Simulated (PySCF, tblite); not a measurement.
**C5H14OSi3: geometry, infrared bands and NMR shifts**

Aim: predict the infrared bands and NMR shifts of C5H14OSi3 (`C=C(C)/C(=C/[SiH3])[SiH2]O[SiH3]`).

Programs: tblite 0.8.0 and PySCF 2.14.0, with density-fitted response routines of our own. Each step states its level of theory. These are calculated values for one molecule in the gas phase, unless marked as measured. Atoms are numbered from 0 throughout.

### Step 1. The starting structure

23 atoms, charge 0, multiplicity 1; geometry from: force field or distance geometry start.

Bonds of the start (Å): C0–C1 1.36, C1–C2 1.49, C1–C3 1.47, C3–C4 1.36, C4–Si5 1.83, C3–Si6 1.88, Si6–O7 1.66, O7–Si8 1.66, C0–H9 1.09, C0–H10 1.07, C2–H11 1.10, C2–H12 1.10, C2–H13 1.10, C4–H14 1.08, Si5–H15 1.50, Si5–H16 1.48, Si5–H17 1.49, Si6–H18 1.48, Si6–H19 1.48, Si8–H20 1.48, Si8–H21 1.48, Si8–H22 1.47.

### Step 2. Geometry optimisation with GFN2-xTB

What the job is given:

```
{"job": {"kind": "relax", "xc": "GFN2-xTB", "basis": "xTB"}, "charge": 0, "multiplicity": 1}
C     -0.643900    -2.247800     0.737700
C     -1.268600    -1.112400     0.329200
C     -2.720200    -1.091800    -0.003900
C     -0.536400     0.161600     0.285500
C     -0.214000     0.764000     1.462500
Si     0.700800     2.321800     1.775500
Si    -0.090300     0.749400    -1.446600
O      1.553900     0.779500    -1.675300
Si     2.806200    -0.304200    -1.727500
H     -1.191600    -3.188400     0.806900
H      0.394700    -2.258900     1.014400
H     -2.886000    -0.859500    -1.064300
H     -3.215500    -2.051500     0.199000
H     -3.248100    -0.336100     0.590100
H     -0.524800     0.316800     2.393500
H      0.643800     2.638600     3.238800
H      0.099500     3.444400     1.019600
H      2.124500     2.159900     1.377900
H     -0.623500     2.121400    -1.622400
H     -0.711400    -0.124700    -2.461600
H      4.062800     0.432800    -1.989100
H      2.906600    -1.009400    -0.429800
H      2.577100    -1.278600    -2.800200
```

Run with:

```console
> OMP_NUM_THREADS=1 python probes_run.py task.json out
```

The driver reads the jobs from task.json and runs them one after another.

**Question.** This job is followed by: GFN2-xTB harmonic vibrations, gas phase; GIAO PBE0/pcSseg-1 NMR shielding, non-relativistic, gas phase. Predict these results of the whole session: strongest single infrared mode (GFN2-xTB); zero-point energy (GFN2-xTB); 13C shifts against TMS (PBE0/pcSseg-1); 1H shifts against TMS (PBE0/pcSseg-1, means over atoms taken as alike); 29Si shifts against TMS (PBE0/pcSseg-1); 17O shifts against H2O (PBE0/pcSseg-1).

**Answer**, as computed:

```
                                                              quantity                                         value
                             strongest single infrared mode (GFN2-xTB)                         1092 cm⁻¹, 545 km/mol
                                          zero-point energy (GFN2-xTB)                                100.1 kcal/mol
                                13C shifts against TMS (PBE0/pcSseg-1)          177.6, 165.7, 142.3, 116.3, 26.3 ppm
1H shifts against TMS (PBE0/pcSseg-1, means over atoms taken as alike)  7.04, 5.37, 5.05, 5.01, 4.97, 4.28, 1.85 ppm
                               29Si shifts against TMS (PBE0/pcSseg-1)                       -38.3, -45.5, -88.2 ppm
                                17O shifts against H2O (PBE0/pcSseg-1)                                       5.9 ppm
```

**Reading.** Relaxing lowered the energy by 0.311 eV in 149 steps; the close pair that moved most is C4–Si5, from 1.833 to 1.879 Å. The lowest mode is imaginary (34i cm⁻¹), so the xTB geometry is not a minimum. The strongest single mode, at 1092 cm⁻¹, moves mainly O7. GFN2-xTB is a fitted tight-binding method: band positions and strengths are rough. Its intensities can rank the bands wrongly. The most deshielded hydrogen is H14 (hydrogen on an alkene CH), at 7.04 ppm: olefinic region.
